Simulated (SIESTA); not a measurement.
Crystal: Cd5TeS4.

```
CELL_PARAMETERS angstrom
-2.15123 2.15123 15.08366
2.15123 -2.15123 15.08366
2.15123 2.15123 -15.08366
ATOMIC_POSITIONS crystal
Te 0.75000 0.25000 0.50000
Cd 0.40408 0.40408 0.00000
Cd 0.00000 0.00000 0.00000
Cd 0.59592 0.59592 0.00000
Cd 0.19057 0.19057 0.00000
Cd 0.80943 0.80943 0.00000
S 0.35679 0.85679 0.50000
S 0.95176 0.45176 0.50000
S 0.54824 0.04824 0.50000
S 0.14321 0.64321 0.50000
```

The cell comes from a database or a generator and needn't be the stable form of this composition.

| Item | Value |
| --- | --- |
| Program | SIESTA 5.4.2 |
| Task | single point |
| Functional | PBEsol |
| Potentials or basis | PseudoDojo 0.4 standard (PBEsol files) |
| Basis | DZP (energy shift 0.003 Ry; two zetas on semicore shells) |
| Grid cutoff | 800 Ry |
| Energy shift | 0.003 Ry |
| k mesh | 9 × 9 × 9 |
| Occupations | fermi-dirac, width 0.05 eV |
| Spin | no spin polarisation |

On this cell: pressure -2.2 GPa; largest force 0.088 eV/Å; band gap on the k mesh 0.55 eV, indirect (least direct gap 0.57 eV).

The same run follows on a disturbed copy (atoms moved at random, drawn with an rms of 0.05 Å):

```
CELL_PARAMETERS angstrom
-2.15123 2.15123 15.08366
2.15123 -2.15123 15.08366
2.15123 2.15123 -15.08366
ATOMIC_POSITIONS crystal
Te 0.75008 0.25267 0.49936
Cd 0.40071 0.40156 0.99823
Cd 0.99561 0.00111 0.99679
Cd 0.59647 0.59271 0.99673
Cd 0.18283 0.18879 0.99106
Cd 0.81186 0.80409 0.99681
S 0.35950 0.85204 0.49759
S 0.94421 0.44997 0.48881
S 0.53921 0.04424 0.48883
S 0.15035 0.63189 0.49239
```

**Question.** What changes?

**Answer.** The energy moves by +6.6 meV/atom; pressure -2.2 GPa; largest force 0.583 eV/Å; band gap on the k mesh 0.49 eV, indirect (least direct gap 0.53 eV).

Forces in eV/Å, atoms in the order of the input:
```
Te  -0.198 -0.078 -0.364
Cd  -0.103 -0.085  0.568
Cd  -0.073 -0.080 -0.101
Cd  -0.009  0.065 -0.174
Cd  -0.250  0.095  0.403
Cd   0.155  0.020  0.086
S    0.110 -0.042 -0.103
S    0.065  0.128 -0.253
S   -0.027  0.118  0.276
S    0.331 -0.140 -0.339
```

Stress tensor (GPa, compression positive):
```
-2.28 -0.12 -0.44
-0.12 -3.32 -0.31
-0.44 -0.31 -0.86
```

Caveats: spin-orbit coupling is left out, which moves the levels of the heavy elements; an odd mesh through Γ misses points on the zone boundary, where band edges often lie; the basis of atomic orbitals isn't converged, which shifts pressures, moduli and gaps.
